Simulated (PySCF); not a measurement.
# C2H10OSSi2: the cost of one run

The runs use PySCF 2.14.0, with density-fitted response routines of our own; the level of theory stands in each step. All values are computed, except where a source is named. Atoms are numbered from 0 throughout.

## Step 1: The starting structure

16 atoms, charge 0, multiplicity 1; geometry from: GFN2-xTB.

Bonds of the start (Å): C0–C1 1.52, C1–O2 1.40, O2–Si3 1.60, Si3–S4 2.13, S4–Si5 2.14, C0–H6 1.09, C0–H7 1.09, C0–H8 1.09, C1–H9 1.10, C1–H10 1.09, Si3–H11 1.46, Si3–H12 1.46, Si5–H13 1.45, Si5–H14 1.46, Si5–H15 1.46.

## Step 2: Relaxing the molecule at PBE0-D3(BJ)/def2-SVP

Job settings and geometry (Å):

```
{"job": {"xc": "PBE0", "basis": "def2-SVP", "d3": "d3bj", "grid": 1, "kind": "geom"}, "charge": 0, "multiplicity": 1}
C     -2.656937    -0.017742     1.211309
C     -2.241386     0.305482    -0.214783
O     -0.985912    -0.221899    -0.530861
Si     0.458174     0.204591     0.021134
S      1.728903    -1.084628    -1.101456
Si     3.638714    -0.506832    -0.335942
H     -3.670835     0.329660     1.389608
H     -2.615315    -1.092025     1.371609
H     -1.985763     0.466649     1.916261
H     -2.229009     1.391631    -0.364010
H     -2.948234    -0.136358    -0.924464
H      0.647829    -0.046300     1.448294
H      0.772428     1.602902    -0.267404
H      4.567523    -1.344588    -1.071854
H      3.840801     0.914896    -0.589592
H      3.671421    -0.756495     1.100674
```

Launch:

```console
OMP_NUM_THREADS=1 python probes_run.py task.json out
```

One launch serves the whole session: the jobs run in the order shown.

Q: Estimate the wall time and peak memory of this first job on 1 thread of Arm Neoverse V1, shared host.

About 5.2 min, with a peak of 0.58 GiB.
